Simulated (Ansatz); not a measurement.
# FMnO3 (MnO3F): the cost of one run

The runs use Ansatz 0.2.0, Gaussian basis; the settings change from run to run.

**1. The geometry**

An earlier B3LYP-D4/def2-SVP relaxation fixed the geometry.

5 atoms, charge 0, spin multiplicity 1.

Atoms are counted from 1 here; the program's logs count them from 0.

Bond lengths: Mn1–O2 1.547 Å, Mn1–O3 1.547 Å, Mn1–O4 1.547 Å, Mn1–F5 1.703 Å. Angles: O2–Mn1–O3 110.5°, O2–Mn1–O4 110.5°, O2–Mn1–F5 108.5°, O3–Mn1–O4 110.5°, O3–Mn1–F5 108.5°, O4–Mn1–F5 108.5°.

Geometry (Å):

```
Mn    0.0220    0.0380    0.0158
O     0.0187   -0.0023    1.5622
O     1.4722    0.0235   -0.5223
O    -0.7314    1.2891   -0.4941
F    -0.7815   -1.3483   -0.5616
```

**2. RPA/cc-pVTZ-DK**

This run has atoms shaken by 0.03 Å, a grid of angular degree 11, the search for lower states set to full.

The input, in.yaml:

```yaml
crystal:
  periodic: [false, false, false]
  atoms:
    - {symbol: Mn, position_ang: [-0.026482, 0.019897, 0.013663]}
    - {symbol: O, position_ang: [0.010312, -0.053121, 1.619336]}
    - {symbol: O, position_ang: [1.483218, 0.035222, -0.480715]}
    - {symbol: O, position_ang: [-0.725358, 1.341381, -0.465364]}
    - {symbol: F, position_ang: [-0.751901, -1.295760, -0.572439]}
basis:
  gaussian: {orbitals: cc-pVTZ-DK, final_grid: {core_spheres: 5, valence_spheres: 4, degree: 11}}
hamiltonian: {xc: {name: HSE06}}
correlation: {method: rpa}
scf: {lower_state_search: full}
```

Command:

```bash
$ ansatz run in.yaml --threads 4 --pin off --events-out ev --progress --plain --max-ram 3916MiB
```

**Question.** How long does this run take on 4 threads of Arm Neoverse V1, shared host, and how much memory does it need?

About 15 s, with a peak of 0.58 GiB.
